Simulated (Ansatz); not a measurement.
# SiGeH2 (quintet): wave-function methods side by side, cc-pVTZ

An exercise on one series of results from a longer session: the logs are not shown, and one member is left open.

Program: Ansatz 0.2.0, Gaussian basis. Level of theory: cc-pVTZ, core rule «outside noble gas», up to 19 orbitals frozen. These are calculated values, not measurements.

To be run: UHF; CCSD(T) on ROHF; CCSD(T) on UHF; BCCD(T) on ROHF; CCSDT(Q) on ROHF; CCSDT(Q) on UHF; CASSCF and MRCISD+Q, 10 electrons in 10 orbitals; CASSCF and NEVPT2, 10 electrons in 10 orbitals.

6 further runs of the same task are left out: 6 set aside as unsound or not needed.

### The system

The geometry is a PBE0/def2-TZVP stationary point (not a proven minimum) of the parent state, kept for this charge and spin. No spin-orbit coupling is included. The filled d shell of Ge may be among the frozen orbitals whatever the setting's name suggests; the logs give the count.

4 atoms, charge 0, spin multiplicity 5.

Atoms are counted from 1 here; the program's logs count them from 0.

Bond lengths: Si1–Ge2 2.341 Å, Si1–H3 1.514 Å, Ge2–H4 1.581 Å. Angles: Ge2–Si1–H3 106.8°, Si1–Ge2–H4 101.4°.

Set-up of the first run:

in.yaml reads:

```yaml
crystal:
  periodic: [false, false, false]
  atoms:
    - {symbol: Si, position_ang: [0.000000, -0.139453, 1.671406]}
    - {symbol: Ge, position_ang: [0.000000, 0.056604, -0.661833]}
    - {symbol: H, position_ang: [0.000000, 1.267918, 2.228287]}
    - {symbol: H, position_ang: [0.000000, -1.461483, -1.103914]}
basis:
  gaussian: {orbitals: cc-pVTZ}
magnetization: {spin_polarized: true, initial_magnetization: 4}
hamiltonian: {xc: hf}
output: {orbitals: {seedname: orbitals}}
```

The run is started by

```bash
ansatz run in.yaml --threads 1 --pin off --events-out ev --progress --plain --max-ram 4096MiB --backend cpu
```

Among the steps run: UHF; CCSD(T) on ROHF; CCSD(T) on UHF; BCCD(T) on ROHF; CCSDT(Q) on ROHF; CCSDT(Q) on UHF; CASSCF and MRCISD+Q, 10 electrons in 10 orbitals; CASSCF and NEVPT2, 10 electrons in 10 orbitals.

One table of the session follows, with a row left open; its other results are not shown here.

It belongs to the step «Misses and costs». 

| method | from UCCSDT(Q) (meV) |
| --- | --- |
| ROHF | ? |
| UHF | +5296.1 |
| RMP2 | +1174.3 |
| UMP2 | +1159.7 |
| RCCSD | +265.2 |
| UCCSD | +248.1 |
| RCCSD(T) | +65.3 |
| UCCSD(T) | +49.8 |
| BCCD(T) | +64.4 |
| RCCSDT | +24.9 |
| UCCSDT | +8.9 |
| RCCSDT(Q) | +16.2 |
| UCCSDT(Q) | 0 |
| CASSCF valence | +4176.3 |
| NEVPT2 valence | +1176.8 |
| MRCISD valence | +419.2 |
| MRCISD+Q valence | +98.7 |

**Question.** Estimate the row for ROHF.

The run gave: from UCCSDT(Q) (meV): +5420.6. In the column «from UCCSDT(Q) (meV)» it is the highest.

Limits of these values: Restricted and unrestricted rows rest on different reference determinants; where their highest levels disagree by more than a few hundredths of an eV, they describe different states and don't form one ladder.
